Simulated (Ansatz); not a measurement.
# HfC (NiAs type): a single-point run

The task is a single-point run on HfC (NiAs type). The structure is shown as the input types it.

Method: DFT PBEsol, scalar-relativistic, plane waves, PAW, in Ansatz 0.2.0.

1 further run of the same task is left out (it didn't finish).

**1. Starting point**

Symmetry: P6_3/mmc, No. 194, hexagonal system. The conventional cell has a = 6.110 Å, b = 6.110 Å, c = 10.807 Å, α = 90.00°, β = 90.00°, γ = 120.00°. Hf (site symmetry -3m) is surrounded by 6 C at 4.44 Å. Around C (site symmetry -6m2) lie 6 Hf at 4.44 Å.

As a file:

```
CELL_PARAMETERS angstrom
6.10988 0.00000 0.00000
-3.05494 5.29131 0.00000
0.00000 0.00000 10.80688
ATOMIC_POSITIONS crystal
Hf 0.00000 0.00000 0.00000
Hf 0.00000 0.00000 0.50000
C 0.33333 0.66667 0.25000
C 0.66667 0.33333 0.75000
```

**2. Input and run**

input.yaml

```yaml
crystal:
  lattice:
    - [6.10987883, 0.0, 0.0]
    - [-3.05493941, 5.29131028, 0.0]
    - [0.0, 0.0, 10.80687606]
  atoms:
    - { symbol: Hf, position: [0.0, 0.0, 0.0] }
    - { symbol: Hf, position: [0.0, 0.0, 0.5] }
    - { symbol: C, position: [0.3333333333333, 0.6666666666667, 0.25] }
    - { symbol: C, position: [0.6666666666667, 0.3333333333333, 0.75] }
basis:
  ecutwfc: 420
  ecutrho_ratio: 4
kpoints:
  mp_grid: { grid: [10, 10, 6] }
hamiltonian:
  xc: pbesol
scf:
  occupations: { method: gaussian, width: 0.05 }
  max_iter: 50
output:
  forces: true
  stress: true
```

Run with:

```sh
> ansatz run input.yaml --threads 4 --pin off --max-ram 4096MiB --backend cpu --events-out ev --progress --plain --runs-dir out
```

**Question.** How will this run end, and is anything wrong with its input?

The run converged and reported no error. That alone doesn't make the input a sound one.

The structure is inflated by the factor 1.89 between bohr and ångström. The shortest distance in the input is 4.44 Å, between atoms 1 (Hf) and 4 (C).

Fix: convert the lengths to the unit that the input reads.
